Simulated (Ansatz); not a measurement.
# GeW (Fm-3m) in Ansatz: a series of runs

Runs on GeW. Level: PBE. Tasks: band structure.

Everything below comes from runs of Ansatz 0.2.0. Logs are shortened: lines on timing, memory, paths and dates and some standing lists are left out, and cuts for length are marked.

### Step 1. Starting point

The structure is cubic, space group Fm-3m (No. 225). Conventional cell: a = 5.155 Å, b = 5.155 Å, c = 5.155 Å, α = 90.00°, β = 90.00°, γ = 90.00°. Ge (site symmetry m-3m) is surrounded by 6 W at 2.58 Å. Around W (site symmetry m-3m) lie 6 Ge at 2.58 Å.

The cell was built by a generator and needn't be a form met in nature.

### Step 2. Band structure, PBE

The input, input.yaml:

```yaml
crystal:
  lattice:
    - [0.0, 2.57761, 2.57761]
    - [2.57761, 0.0, 2.57761]
    - [2.57761, 2.57761, 0.0]
  atoms:
    - { symbol: Ge, position: [0.5, 0.5, 0.5] }
    - { symbol: W, position: [0.0, 0.0, 0.0] }
hamiltonian:
  xc: pbe
  pseudopotentials: { kind: paw, source: jth }
kpoints:
  mp_grid: { grid: [9, 9, 9] }
  band_path:
    path:
      - [[0.0, 0.0, 0.0], [0.5, 0.0, 0.5], [0.5, 0.25, 0.75], [0.375, 0.375, 0.75], [0.0, 0.0, 0.0], [0.5, 0.5, 0.5], [0.625, 0.25, 0.625], [0.5, 0.25, 0.75], [0.5, 0.5, 0.5], [0.375, 0.375, 0.75]]
      - [[0.625, 0.25, 0.625], [0.5, 0.0, 0.5]]
    npoints: 14
scf:
  occupations: { method: fermi_dirac, width: 0.05 }
  n_extra_bands: 6
output:
  forces: true
  stress: true
  eigenvalues: true
  fatbands: false
```

Potentials or basis: JTH PAW.

The run is started by

```console
> ansatz run input.yaml --threads 2 --pin off --max-ram 5632MiB --backend cpu --events-out ev --progress --plain --runs-dir out
```

Log:

```text
Warning: the checks of this Ge dataset prove no rule for summing its radial tables, as where they were carried onto another mesh than they were made on, and Gregory's rule is taken, under which a leading mesh point left out moves its sums only by what lay on the interval it spanned. That does not make them correct, and they differ from Quantum ESPRESSO's on this file; a re-export a fraction of a mesh step off can move them. hamiltonian.pseudopotentials.radial_quadrature: simpson_from_first_knot sums it by `pw.x`'s rule; on a PAW file no value gives `pw.x`'s numbers. What more to know: hamiltonian.pseudopotentials.radial_quadrature, in the input reference
Warning: the checks of this W dataset prove no rule for summing its radial tables, as where they were carried onto another mesh than they were made on, and Gregory's rule is taken, under which a leading mesh point left out moves its sums only by what lay on the interval it spanned. That does not make them correct, and they differ from Quantum ESPRESSO's on this file; a re-export a fraction of a mesh step off can move them. hamiltonian.pseudopotentials.radial_quadrature: simpson_from_first_knot sums it by `pw.x`'s rule; on a PAW file no value gives `pw.x`'s numbers. What more to know: hamiltonian.pseudopotentials.radial_quadrature, in the input reference
Warning: RAYON_NUM_THREADS=2 ignored (pool sized by the plan → 2); use --threads N
scf.n_extra_bands = 6 over 14 filled bands (N_el = 28.0): the run solves 20 bands
Engine: ansatz 0.2.0, aarch64-unknown-linux-gnu
Pseudopotentials: kind: paw
Pseudopotential: Ge, paw, valence charge 14, recommended cutoff 1080 eV (normal), Ge.paw.azcp
Pseudopotential: W, paw, valence charge 14, recommended cutoff 1290 eV (normal), W.paw.azcp
Functional definition: PBE
  parameter kappa = 0.804
  parameter beta = 0.06672455060314922
  exchange = pbe_x(kappa = kappa, mu = beta*pi^2/3)
  correlation = pbe_c(beta = beta)
Crystal: 2 atoms, lattice volume = 34.252 Å³
Basis set: ecut = 1290 eV, 3647 PW (Γ), exchange–correlation on 90×90×90 points (8 copies of the dense FFT grid, shifted against one another)
Bands: 20, of which v1, the nominal top of the filled ones, is band 14 counted from 1 (13 counted from 0)
Symmetry: 48 space group operations
Space group: Fm-3m (ITA 225), of the structure as read, at distance tolerance 3.2e-5 Å
k-points: 35 of 729
Non-local potential: Ge, projectors of the file, l = 0: 2, l = 1: 2, l = 2: 2
Non-local potential: W, projectors of the file, l = 0: 2, l = 1: 2, l = 2: 2
PAW form: soft (Blöchl's): semilocal exchange-correlation on the pseudo side does not see the compensation charge
PAW one-centre angular grid: Ge, 590 points (default); XC on 64 Gauss nodes
PAW one-centre angular grid: W, 590 points (default); XC on 131 of its mesh's 977 points in the sphere
Initial density: superposition of atomic densities (chi_scale 0.1, normalization cell, long waves kept (reshape's long-wave potential 0.00 eV rms))
Initial wavefunctions: pseudopotential atomic-orbital guess
Functional: x = pbe(κ = 0.804, μ = 0.2195149727645171), c = pbe(β = 0.06672455060314922)
SCF iter   1: F=—  HF=-14635.598404 eV  |F-HF|=—  |Δ(HF+E_count)|=         —  Δρ=6.06e-2  dr2=2.00e0  ethr=3.10e-3  ⟨swp⟩=8.3  Hψ=4737  notcnv=0  defer=1
preconditioner: auto → Kerker (q_TF=auto, 2.638 Å⁻¹)  [metal: Δε(μ)=0.032 eV  Ē_g=19.696 eV  σ=0.050 eV  W_gap=0.16  n_scr=14 (ndim 8)  ℏωp=28.4 eV  f_vac=0.000  D(μ)=2.26/eV (n_scr^D=26)]
SCF iter   2: F=—  HF=-14635.122979 eV  |F-HF|=—  |Δ(HF+E_count)|=   4.75e-1  Δρ=2.70e-2  dr2=3.40e-1  ethr=3.10e-3  ⟨swp⟩=2.9  Hψ=1307  notcnv=0  defer=13
SCF iter   3: F=—  HF=-14635.063269 eV  |F-HF|=—  |Δ(HF+E_count)|=   5.97e-2  Δρ=7.19e-3  dr2=1.04e-2  ethr=1.21e-3  ⟨swp⟩=3.1  Hψ=1188  notcnv=0  defer=13
SCF iter   4: F=—  HF=-14635.073358 eV  |F-HF|=—  |Δ(HF+E_count)|=   1.01e-2  Δρ=3.74e-3  dr2=3.74e-3  ethr=3.72e-5  ⟨swp⟩=2.0  Hψ=1391  notcnv=0  defer=14
SCF iter   5: F=—  HF=-14635.072192 eV  |F-HF|=—  |Δ(HF+E_count)|=   1.17e-3  Δρ=1.27e-3  dr2=7.11e-4  ethr=1.34e-5  ⟨swp⟩=2.0  Hψ=1240  notcnv=0  defer=14
SCF iter   6: F=—  HF=-14635.072199 eV  |F-HF|=—  |Δ(HF+E_count)|=   7.68e-6  Δρ=2.17e-4  dr2=1.50e-5  ethr=2.54e-6  ⟨swp⟩=2.0  Hψ=861  notcnv=0  defer=14
SCF iter   7: F=—  HF=-14635.072188 eV  |F-HF|=—  |Δ(HF+E_count)|=   1.18e-5  Δρ=6.72e-5  dr2=2.03e-6  ethr=5.35e-8  ⟨swp⟩=2.0  Hψ=856  notcnv=0  defer=14
SCF iter   8: F=-14635.072187 eV  HF=-14635.072187 eV  |F-HF|=2.88e-8  |Δ(HF+E_count)|=   1.64e-7  Δρ=1.18e-5  dr2=6.89e-8  ethr=3.57e-10  ⟨swp⟩=9.7  Hψ=4431  notcnv=0
SCF 1 converged in 8 iterations: F = -14635.072187 eV  dr2 = 6.89e-8
NSCF: frozen V_eff on 142 k-points
SCF converged after 8 iterations
Free energy (F): -14635.072187 eV
Harris-Foulkes:  -14635.072187 eV  (|F-HF|=2.88e-8)
Internal energy: -14635.048299 eV  (E = F + TS)
E sigma→0 (E₀):  -14635.060243 eV
Entropy (-TS):   -0.023889 eV (-11.944 meV/atom)
Fermi energy:    17.534825 eV
--- Per-component energies (eV) ---
  E_band       = -177.888871
  E_kinetic    = 368.110643
  E_local      = -2267.561648  (includes V_loc(G=0)·N_el)
  E_nonlocal   = 40.575596
  E_hartree    = 773.421343
  E_xc         = -271.567182
  E_vxc        = -194.954737  (∫ρ·V_xc dr)
  E_paw        = -10171.354248  (= ΣΔE_a)
  E_vpaw       = 329.107720  (= ΣTr[D̂ρ^β])
  E_aug_tail   = 0.000143  (compensation charges beyond the density's cutoff)
  E_ewald      = -3106.672946
  E_smearing   = -0.023889  (= −TS)
  E_closure    = -0.000000  (closes the sum)
  Σ components = -14635.072187   (vs F -14635.072187, Δ=0.00e0)
--- Forces (eV/Å), atoms counted from 1 ---
  atom   1  Ge     0.00000000    -0.00000000    -0.00000000
  atom   2  W     -0.00000000     0.00000000    -0.00000000
  max |Σ_I F_I| component: 7.79e-29 eV/Å
--- Stress (GPa, compression-positive) ---
        0.650091      -0.000000      -0.000000
       -0.000000       0.650091       0.000000
       -0.000000       0.000000       0.650091
  P = ⅓ Tr σ = 0.6501 GPa (6.501 kbar)
--- Band table (eV; the first three rows and the last of 35) ---
  k-point 0: bands = ["-56.9816", "-21.1665", "-21.1665", "-21.1665", "-6.9144", "-6.9144", "-6.8546", "-6.8546", "-6.8546", "5.1912", "15.9285", "15.9285", "15.9285", "16.6759", "16.6759", "19.9615", "19.9615", "19.9615", "25.0626", "25.7819"]
  k-point 1: bands = ["-56.9813", "-21.1785", "-21.1686", "-21.1686", "-6.9100", "-6.9100", "-6.8535", "-6.8527", "-6.8527", "5.4329", "15.4725", "15.8123", "15.8123", "16.3729", "16.3729", "19.3841", "20.8300", "20.8300", "26.0352", "26.2099"]
  k-point 2: bands = ["-56.9803", "-21.2088", "-21.1740", "-21.1740", "-6.8991", "-6.8991", "-6.8507", "-6.8479", "-6.8479", "6.1355", "14.1965", "14.9730", "14.9730", "16.7389", "16.7389", "18.7169", "22.5602", "22.5602", "25.6289", "28.0476"]
  k-point 34: bands = ["-56.9775", "-21.2369", "-21.2243", "-21.2051", "-6.9066", "-6.8841", "-6.8483", "-6.8418", "-6.8291", "8.4192", "12.8646", "13.5306", "13.9979", "18.0763", "18.0916", "19.0438", "19.0745", "20.9605", "27.0949", "28.3622"]
```

Run time: 8.7 s. Hardware: 2 threads of Arm Neoverse V1, shared host; peak memory 0.5 GiB.

Results:

- Free energy: -14635.0722 eV
- Pressure: 0.7 GPa
- Band gap on the k mesh: none (metal or under the smearing width)

Levels at the corners of the path, in eV from the Fermi level:
| point | band 10 | band 11 | band 12 | band 13 | band 14 | band 15 | band 16 | band 17 | band 18 | band 19 |
| --- | --- | --- | --- | --- | --- | --- | --- | --- | --- | --- |
| Γ | -12.34 | -1.61 | -1.61 | -1.61 | -0.86 | -0.86 | 2.43 | 2.43 | 2.43 | 7.53 |
| X | -9.71 | -4.24 | -3.37 | -0.43 | -0.43 | 0.11 | 1.17 | 1.17 | 1.53 | 5.61 |
| W | -9.10 | -4.09 | -4.09 | -4.01 | 0.89 | 1.01 | 1.01 | 1.18 | 3.16 | 10.83 |
| K | -9.20 | -4.71 | -4.21 | -2.60 | -0.88 | 0.73 | 1.79 | 2.30 | 3.50 | 7.28 |
| Γ | -12.34 | -1.61 | -1.61 | -1.61 | -0.86 | -0.86 | 2.43 | 2.43 | 2.43 | 7.53 |
| L | -8.71 | -7.02 | -3.74 | -3.74 | 0.50 | 0.50 | 1.23 | 4.63 | 7.60 | 7.60 |
| U | -9.20 | -4.71 | -4.21 | -2.60 | -0.88 | 0.73 | 1.79 | 2.30 | 3.50 | 7.28 |
| W | -9.10 | -4.09 | -4.09 | -4.01 | 0.89 | 1.01 | 1.01 | 1.18 | 3.16 | 10.83 |
| L | -8.71 | -7.02 | -3.74 | -3.74 | 0.50 | 0.50 | 1.23 | 4.63 | 7.60 | 7.60 |
| K | -9.20 | -4.71 | -4.21 | -2.60 | -0.88 | 0.73 | 1.79 | 2.30 | 3.50 | 7.28 |
| U | -9.20 | -4.71 | -4.21 | -2.60 | -0.88 | 0.73 | 1.79 | 2.30 | 3.50 | 7.28 |
| X | -9.71 | -4.24 | -3.37 | -0.43 | -0.43 | 0.11 | 1.17 | 1.17 | 1.53 | 5.61 |

Caveat: spin-orbit coupling is left out, which moves the levels of the heavy elements.

### Step 3. Band structure, PBE

input.yaml: that of step 2 with these lines changed.

```diff
@@ -10,3 +10,3 @@
   xc: pbe
-  pseudopotentials: { kind: paw, source: jth }
+  pseudopotentials: { kind: nc, source: spms }
 kpoints:
```

Potentials or basis: SPMS NC.

The run is started by

```console
> ansatz run input.yaml --threads 2 --pin off --max-ram 5632MiB --backend cpu --events-out ev --progress --plain --runs-dir out
```

Log:

```text
Warning: RAYON_NUM_THREADS=2 ignored (pool sized by the plan → 2); use --threads N
scf.n_extra_bands = 6 over 14 filled bands (N_el = 28.0): the run solves 20 bands
[... 1 set-up line as earlier in the session ...]
Pseudopotentials: kind: nc
Pseudopotential: Ge, nc, valence charge 14, recommended cutoff 680.2846561497 eV (normal), Ge.nc.azcp
Pseudopotential: W, nc, valence charge 14, recommended cutoff 435.382179935808 eV (normal), W.nc.azcp
[... 5 set-up lines as earlier in the session ...]
Crystal: 2 atoms, lattice volume = 34.252 Å³
Basis set: ecut = 680.2846561497 eV, 1411 PW (Γ), exchange–correlation on 64×64×64 points (8 copies of the dense FFT grid, shifted against one another)
Bands: 20, of which v1, the nominal top of the filled ones, is band 14 counted from 1 (13 counted from 0)
[... 2 set-up lines as earlier in the session ...]
k-points: 35 of 729
[... 1 set-up line as earlier in the session ...]
Non-local potential: W, projectors of the file, l = 0: 2, l = 1: 2, l = 2: 2, l = 3: 2
[... 3 set-up lines as earlier in the session ...]
SCF iter   1: F=—  HF=-4253.092496 eV  |F-HF|=—  |Δ(HF+E_count)|=         —  Δρ=5.58e-2  dr2=1.75e0  ethr=3.10e-3  ⟨swp⟩=6.0  Hψ=3674  notcnv=0
preconditioner: auto → Kerker (q_TF=auto, 2.638 Å⁻¹)  [metal: Δε(μ)=0.055 eV  Ē_g=19.695 eV  σ=0.050 eV  W_gap=0.27  n_scr=14 (ndim 8)  ℏωp=28.4 eV  f_vac=0.000  D(μ)=2.31/eV (n_scr^D=26)]
SCF iter   2: F=—  HF=-4252.686025 eV  |F-HF|=—  |Δ(HF+E_count)|=   4.06e-1  Δρ=2.48e-2  dr2=3.05e-1  ethr=3.10e-3  ⟨swp⟩=2.0  Hψ=1166  notcnv=0  defer=13
SCF iter   3: F=—  HF=-4252.615334 eV  |F-HF|=—  |Δ(HF+E_count)|=   7.07e-2  Δρ=5.01e-3  dr2=3.59e-3  ethr=1.09e-3  ⟨swp⟩=2.0  Hψ=1011  notcnv=0  defer=14
SCF iter   4: F=—  HF=-4252.616273 eV  |F-HF|=—  |Δ(HF+E_count)|=   9.39e-4  Δρ=1.08e-3  dr2=5.07e-4  ethr=1.28e-5  ⟨swp⟩=2.4  Hψ=1173  notcnv=0  defer=14
SCF iter   5: F=—  HF=-4252.616161 eV  |F-HF|=—  |Δ(HF+E_count)|=   1.12e-4  Δρ=1.88e-4  dr2=1.64e-5  ethr=1.81e-6  ⟨swp⟩=2.0  Hψ=835  notcnv=0  defer=14
SCF iter   6: F=—  HF=-4252.616168 eV  |F-HF|=—  |Δ(HF+E_count)|=   6.79e-6  Δρ=3.92e-5  dr2=5.27e-7  ethr=5.86e-8  ⟨swp⟩=2.0  Hψ=852  notcnv=0  defer=14
SCF iter   7: F=-4252.616168 eV  HF=-4252.616168 eV  |F-HF|=4.25e-9  |Δ(HF+E_count)|=   8.95e-8  Δρ=4.65e-6  dr2=3.76e-9  ethr=3.57e-10  ⟨swp⟩=8.2  Hψ=3381  notcnv=0
SCF 1 converged in 7 iterations: F = -4252.616168 eV  dr2 = 3.76e-9
NSCF: frozen V_eff on 142 k-points
SCF converged after 7 iterations
Free energy (F): -4252.616168 eV
Harris-Foulkes:  -4252.616168 eV  (|F-HF|=4.25e-9)
Internal energy: -4252.592246 eV  (E = F + TS)
E sigma→0 (E₀):  -4252.604207 eV
Entropy (-TS):   -0.023921 eV (-11.961 meV/atom)
Fermi energy:    17.829288 eV
--- Per-component energies (eV) ---
  E_band       = -171.256171
  E_kinetic    = 1914.165205
  E_local      = -1879.529425  (includes V_loc(G=0)·N_el)
  E_nonlocal   = -974.056479
  E_hartree    = 716.906713
  E_xc         = -923.405314
  E_vxc        = -665.647943  (∫ρ·V_xc dr)
  E_ewald      = -3106.672946
  E_smearing   = -0.023921  (= −TS)
  E_closure    = -0.000000  (closes the sum)
  Σ components = -4252.616168   (vs F -4252.616168, Δ=0.00e0)
--- Forces (eV/Å), atoms counted from 1 ---
  atom   1  Ge     0.00000000    -0.00000000     0.00000000
  atom   2  W     -0.00000000     0.00000000    -0.00000000
  max |Σ_I F_I| component: 5.68e-28 eV/Å
--- Stress (GPa, compression-positive) ---
        0.353480       0.000000       0.000000
        0.000000       0.353480      -0.000000
        0.000000       0.000000       0.353480
  P = ⅓ Tr σ = 0.3535 GPa (3.535 kbar)
--- Band table (eV; the first three rows and the last of 35) ---
  k-point 0: bands = ["-56.7109", "-20.8683", "-20.8683", "-20.8683", "-6.8033", "-6.8033", "-6.7129", "-6.7129", "-6.7129", "5.4992", "16.2207", "16.2207", "16.2207", "16.9500", "16.9500", "20.2638", "20.2638", "20.2638", "25.3515", "26.0480"]
  k-point 1: bands = ["-56.7105", "-20.8804", "-20.8705", "-20.8705", "-6.7990", "-6.7990", "-6.7118", "-6.7111", "-6.7111", "5.7408", "15.7675", "16.1036", "16.1036", "16.6571", "16.6571", "19.6845", "21.1241", "21.1241", "26.3199", "26.4825"]
  k-point 2: bands = ["-56.7096", "-20.9106", "-20.8760", "-20.8760", "-6.7881", "-6.7881", "-6.7091", "-6.7064", "-6.7064", "6.4431", "14.4972", "15.2683", "15.2683", "17.0309", "17.0309", "19.0144", "22.8467", "22.8467", "25.9047", "28.3245"]
  k-point 34: bands = ["-56.7068", "-20.9386", "-20.9260", "-20.9073", "-6.7955", "-6.7733", "-6.7067", "-6.7003", "-6.6880", "8.7273", "13.1671", "13.8309", "14.3005", "18.3644", "18.3937", "19.3293", "19.3782", "21.2443", "27.3641", "28.6427"]
```

Wall time 3.9 s (2 threads of Arm Neoverse V1, shared host); peak memory 0.3 GiB.

Results:

```yaml
Free_energy: -4252.6162 eV
Pressure: 0.4 GPa
Band_gap_on_the_k_mesh: none (metal or under the smearing width)
```

Levels at the corners of the path, in eV from the Fermi level:
```
point  band 12  band 13  band 14  band 15  band 16  band 17
    Γ    -1.61    -1.61    -0.88    -0.88     2.43     2.43
    X    -3.37    -0.42    -0.42     0.10     1.18     1.18
    W    -4.08    -4.01     0.87     1.02     1.02     1.18
    K    -4.20    -2.60    -0.88     0.74     1.80     2.28
    Γ    -1.61    -1.61    -0.88    -0.88     2.43     2.43
    L    -3.73    -3.73     0.51     0.51     1.24     4.59
    U    -4.20    -2.60    -0.88     0.74     1.80     2.28
    W    -4.08    -4.01     0.87     1.02     1.02     1.18
    L    -3.73    -3.73     0.51     0.51     1.24     4.59
    K    -4.20    -2.60    -0.88     0.74     1.80     2.28
    U    -4.20    -2.60    -0.88     0.74     1.80     2.28
    X    -3.37    -0.42    -0.42     0.10     1.18     1.18
```

Caveat: spin-orbit coupling is left out, which moves the levels of the heavy elements.

[end of part 1 of 3]
